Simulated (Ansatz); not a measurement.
# doublet CH7GaSn+: levels of theory compared

Aim: a comparison of 6 runs (UHF/3-21G, UHF/def2-SVP, U-r2SCAN/def2-SVP, UCAM-B3LYP/def2-SVP, UPBE/def2-SVP, UCCSD(T)/def2-SVP) of doublet CH7GaSn+. 

The results are computed with Ansatz 0.2.0.

38 further runs of the same task are left out: 38 set aside as unsound or not needed.

### 1 Starting point

CH7GaSn+ has 10 atoms, charge +1, and is taken as a doublet. SMILES of the parent species: `[CH3][SnH2][GaH2]`. The shape is that of a PBE0-D4/def2-TZVP optimisation. That shape belongs to the parent species and isn't relaxed for this state.

Bond lengths: C1–Sn2 2.149 Å, Sn2–Ga3 2.622 Å, C1–H4 1.090 Å, C1–H5 1.090 Å, C1–H6 1.090 Å, Sn2–H7 1.717 Å, Sn2–H8 1.717 Å, Ga3–H9 1.576 Å, Ga3–H10 1.574 Å. Some angles: C1–Sn2–Ga3 113.9°, C1–Sn2–H7 107.9°, C1–Sn2–H8 108.0°, Ga3–Sn2–H7 110.2°, Ga3–Sn2–H8 110.6°, Sn2–C1–H4 109.9°, Sn2–C1–H5 110.0°, Sn2–C1–H6 110.0°, Sn2–Ga3–H9 121.1°, Sn2–Ga3–H10 120.9°.

### 2 A single-point energy at UHF/3-21G (run 1)

File in.yaml:

```yaml
crystal:
  periodic: [false, false, false]
  atoms:
    - {symbol: C, position_ang: [-1.630300, 0.570100, -0.523900]}
    - {symbol: Sn, position_ang: [0.239600, -0.482300, -0.646800]}
    - {symbol: Ga, position_ang: [1.786900, -0.142600, 1.442100]}
    - {symbol: H, position_ang: [-2.223300, 0.378200, -1.418300]}
    - {symbol: H, position_ang: [-2.188000, 0.236900, 0.351500]}
    - {symbol: H, position_ang: [-1.449600, 1.641800, -0.439900]}
    - {symbol: H, position_ang: [-0.106900, -2.150300, -0.863700]}
    - {symbol: H, position_ang: [1.039800, 0.025500, -2.078600]}
    - {symbol: H, position_ang: [1.310700, 0.711500, 2.677700]}
    - {symbol: H, position_ang: [3.221300, -0.788900, 1.499900]}
basis:
  gaussian:
    orbitals: 3-21G-spherical.json
accuracy: high
magnetization:
  spin_polarized: true
  initial_magnetization: 1
output: {orbitals: {seedname: orbitals}}
hamiltonian:
  xc: hf
total_charge: 1
```

The basis set 3-21G is read from a file made from the Basis Set Exchange's data (not shown).

On the command line:

```
$ ansatz run in.yaml --threads 1 --pin off --max-ram 2610MiB --events-out events.jsonl --progress --plain --runs-dir runs
```

Log:

```text
Warning: RAYON_NUM_THREADS=1 ignored (pool sized by the plan → 1); use --threads N
Functional definition: HF
  name "HF"
  exchange = exact_x
  correlation = 0
1553 factors; integrals over basis functions are off by at most 1.8e-8 eV
mean field evaluation 1: about -216367.3430 eV, gradient 2.2e1 eV
mean field evaluation 2: about -216367.5425 eV, gradient 2.2e1 eV
mean field evaluation 4: about -216370.4623 eV, gradient 1.5e0 eV
mean field evaluation 8: about -216370.5136 eV, gradient 2.0e-1 eV
mean field evaluation 16: about -216370.5194 eV, gradient 1.4e-5 eV
mean field evaluation 32: about -216369.8462 eV, gradient 2.4e0 eV
mean field evaluation 64: about -216370.5101 eV, gradient 3.1e-1 eV
mean field evaluation 96: about -216369.4128 eV, gradient 5.3e0 eV
mean field -216370.51937115 eV, -7951.4699256840 hartree, gradient 1.7e-8 eV, S^2 0.760565; 0 other end points of the search recorded, 0 dependent functions left out
reference -216370.51937115 eV, -7951.4699256840 hartree; 47, 46 occupied and 29, 30 virtual orbitals, 1553 factors
Total energy: -216370.51937115 eV, -7951.4699256840 hartree
```

Run time: 7.5 s. Hardware: 1 thread of Arm Neoverse V2, shared host; peak memory 0.35 GiB.

### 3 A single-point energy at UHF/def2-SVP (core potential) (run 2)

File in.yaml:

```yaml
crystal:
  periodic: [false, false, false]
  atoms:
    - symbol: C
      position_ang: [-1.630300, 0.570100, -0.523900]
    - symbol: Sn
      position_ang: [0.239600, -0.482300, -0.646800]
    - symbol: Ga
      position_ang: [1.786900, -0.142600, 1.442100]
    - symbol: H
      position_ang: [-2.223300, 0.378200, -1.418300]
    - symbol: H
      position_ang: [-2.188000, 0.236900, 0.351500]
    - symbol: H
      position_ang: [-1.449600, 1.641800, -0.439900]
    - symbol: H
      position_ang: [-0.106900, -2.150300, -0.863700]
    - symbol: H
      position_ang: [1.039800, 0.025500, -2.078600]
    - symbol: H
      position_ang: [1.310700, 0.711500, 2.677700]
    - symbol: H
      position_ang: [3.221300, -0.788900, 1.499900]
basis:
  gaussian: {orbitals: def2-SVP}
total_charge: 1
magnetization: {spin_polarized: true, initial_magnetization: 1}
hamiltonian: {xc: hf}
accuracy: high
output: {orbitals: {seedname: orbitals}}
```

On the command line:

```
$ ansatz run in.yaml --threads 1 --pin off --max-ram 2610MiB --events-out events.jsonl --progress --plain --runs-dir runs
```

Log:

```text
Warning: RAYON_NUM_THREADS=1 ignored (pool sized by the plan → 1); use --threads N
[... 4 set-up lines as earlier in the session ...]
2480 factors; integrals over basis functions are off by at most 3.2e-8 eV
mean field evaluation 1: about -59259.8183 eV, gradient 2.5e1 eV
mean field evaluation 2: about -59259.8937 eV, gradient 2.5e1 eV
mean field evaluation 4: about -59264.0111 eV, gradient 2.2e0 eV
mean field evaluation 8: about -59264.0955 eV, gradient 3.9e-1 eV
mean field evaluation 16: about -59264.1050 eV, gradient 8.0e-6 eV
mean field evaluation 32: about -59264.0981 eV, gradient 2.2e-1 eV
mean field evaluation 64: about -59262.2794 eV, gradient 8.3e0 eV
mean field -59264.10499682 eV, -2177.9156879798 hartree, gradient 5.9e-8 eV, S^2 0.764344; 0 other end points of the search recorded, 0 dependent functions left out
reference -59264.10499682 eV, -2177.9156879798 hartree; 33, 32 occupied and 74, 75 virtual orbitals, 2480 factors
Total energy: -59264.10499682 eV, -2177.9156879798 hartree
```

Run time: 11 s. Hardware: 1 thread of Arm Neoverse V2, shared host; peak memory 0.51 GiB.

Run 3 isn't shown in full; the table further down has it.

### 4 The energy at UCAM-B3LYP/def2-SVP (core potential) (run 4)

File input.yaml:

```yaml
crystal:
  periodic: [false, false, false]
  atoms:
    - {symbol: C, position_ang: [-1.630300, 0.570100, -0.523900]}
    - {symbol: Sn, position_ang: [0.239600, -0.482300, -0.646800]}
    - {symbol: Ga, position_ang: [1.786900, -0.142600, 1.442100]}
    - {symbol: H, position_ang: [-2.223300, 0.378200, -1.418300]}
    - {symbol: H, position_ang: [-2.188000, 0.236900, 0.351500]}
    - {symbol: H, position_ang: [-1.449600, 1.641800, -0.439900]}
    - {symbol: H, position_ang: [-0.106900, -2.150300, -0.863700]}
    - {symbol: H, position_ang: [1.039800, 0.025500, -2.078600]}
    - {symbol: H, position_ang: [1.310700, 0.711500, 2.677700]}
    - {symbol: H, position_ang: [3.221300, -0.788900, 1.499900]}
basis:
  gaussian: {orbitals: def2-SVP}
total_charge: 1
magnetization: {spin_polarized: true, initial_magnetization: 1}
hamiltonian: {xc: {name: CAM-B3LYP}}
accuracy: high
output: {orbitals: {seedname: orbitals}}
```

On the command line:

```
$ ansatz run input.yaml --threads 1 --pin off --max-ram 2610MiB --events-out events.jsonl --progress --plain --runs-dir runs
```

Log:

```text
Warning: RAYON_NUM_THREADS=1 ignored (pool sized by the plan → 1); use --threads N
Functional definition: CAM-B3LYP
  name "CAM-B3LYP"
  parameter alpha = 0.19
  parameter beta = 0.46
  parameter omega = 0.33/bohr
  parameter ac = 0.81
  exchange = (1 - alpha - beta)*b88_x + beta*b88_x_sr(omega) + alpha*exact_x + beta*exact_x_lr(omega)
  correlation = (1 - ac)*vwn5_c + ac*lyp_c
2480 factors; integrals over basis functions are off by at most 3.2e-8 eV
529 factors; integrals over basis functions are off by at most 2.1e-9 eV
mean field evaluation 1: about -59336.4672 eV, gradient 4.1e1 eV
mean field evaluation 2: about -59330.0873 eV, gradient 4.8e1 eV
mean field evaluation 4: about -59344.8867 eV, gradient 1.6e0 eV
mean field evaluation 8: about -59344.9831 eV, gradient 2.3e-1 eV
mean field evaluation 16: about -59344.9845 eV, gradient 5.8e-3 eV
mean field evaluation 32: about -59344.9845 eV, gradient 8.9e-7 eV
mean field -59344.98453293 eV, -2180.8879561099 hartree, gradient 6.0e-8 eV, S^2 0.755633; 2 other end points of the search recorded, 0 dependent functions left out
reference -59344.98455656 eV, -2180.8879569783 hartree; 33, 32 occupied and 74, 75 virtual orbitals, 2480 factors
Total energy: -59344.98455656 eV, -2180.8879569783 hartree
```

Run time: 32 s. Hardware: 1 thread of Arm Neoverse V2, shared host; peak memory 0.76 GiB.

Run 5 isn't shown in full; the table further down has it.

### 5 The energy at UCCSD(T)/def2-SVP (core potential) (run 6)

File in.yaml:

```yaml
crystal:
  periodic: [false, false, false]
  atoms:
    - {symbol: C, position_ang: [-1.630300, 0.570100, -0.523900]}
    - {symbol: Sn, position_ang: [0.239600, -0.482300, -0.646800]}
    - {symbol: Ga, position_ang: [1.786900, -0.142600, 1.442100]}
    - {symbol: H, position_ang: [-2.223300, 0.378200, -1.418300]}
    - {symbol: H, position_ang: [-2.188000, 0.236900, 0.351500]}
    - {symbol: H, position_ang: [-1.449600, 1.641800, -0.439900]}
    - {symbol: H, position_ang: [-0.106900, -2.150300, -0.863700]}
    - {symbol: H, position_ang: [1.039800, 0.025500, -2.078600]}
    - {symbol: H, position_ang: [1.310700, 0.711500, 2.677700]}
    - {symbol: H, position_ang: [3.221300, -0.788900, 1.499900]}
basis:
  gaussian: {orbitals: def2-SVP}
total_charge: 1
magnetization: {spin_polarized: true, initial_magnetization: 1}
correlation: {method: ccsd_t, frozen_orbitals: {C: 1, Ga: 9, H: 0, Sn: 4}}
accuracy: high
scf: {omitted_lower_state_checks: [cluster_reference, increment]}
```

On the command line:

```
$ ansatz run in.yaml --threads 1 --pin off --max-ram 2610MiB --events-out events.jsonl --progress --plain --runs-dir runs
```

Log:

```text
Warning: RAYON_NUM_THREADS=1 ignored (pool sized by the plan → 1); use --threads N
[... 13 lines left out ...]
14 core orbitals not correlated: weight in the atoms' cores, before any rotation towards them, 1.000 or more for the frozen orbitals, at most 0.000 for the correlated occupied ones
[... 31 lines left out ...]
Total energy: -59278.23413548 eV, -2178.4349242487 hartree
Checks for a lower state left out: cluster_reference, increment
```

It took 4.2 min on 1 thread of Arm Neoverse V2, shared host; peak memory 1.9 GiB.

### 6 Overview of the runs

```
run                                 level  core potential  frozen core orbitals   energy (Eh)  HOMO energy (eV)  LUMO energy (eV)   ⟨S²⟩  wall time
  1                             UHF/3-21G            none                     –  -7951.469926            -15.56             -7.96  0.761      7.5 s
  2         UHF/def2-SVP (core potential)        def2-SVP                     –  -2177.915688            -15.63             -7.71  0.764       11 s
  3    U-r2SCAN/def2-SVP (core potential)        def2-SVP                     –  -2180.868735            -12.39            -11.51  0.754       46 s
  4  UCAM-B3LYP/def2-SVP (core potential)        def2-SVP                     –  -2180.887957            -14.44            -10.02  0.756       32 s
  5        UPBE/def2-SVP (core potential)        def2-SVP                     –  -2180.459892            -12.15            -11.58  0.751       19 s
  6    UCCSD(T)/def2-SVP (core potential)        def2-SVP                    14  -2178.434924                 –                 –  0.764    4.2 min
```

### 7 Summary of results

| quantity | value |
| --- | --- |
| run 6: total energy | -2178.43492 Eh |
| run 6: correlation energy (14 core orbitals frozen) | -519.2 mEh |
| run 6: (T) correction | -15.83 mEh |
| run 6: ⟨S²⟩ of the reference determinant | 0.764 |
| run 6: T1 diagnostic | 0.012 |

**Reading.** Totals of different functionals can't be ranked against each other. Some runs of one species differ in core potentials or relativity; totals across that change don't compare. In run 1 relativity is left out where basis or elements ask for it. All runs together took 6.1 min, the longest 4.2 min.
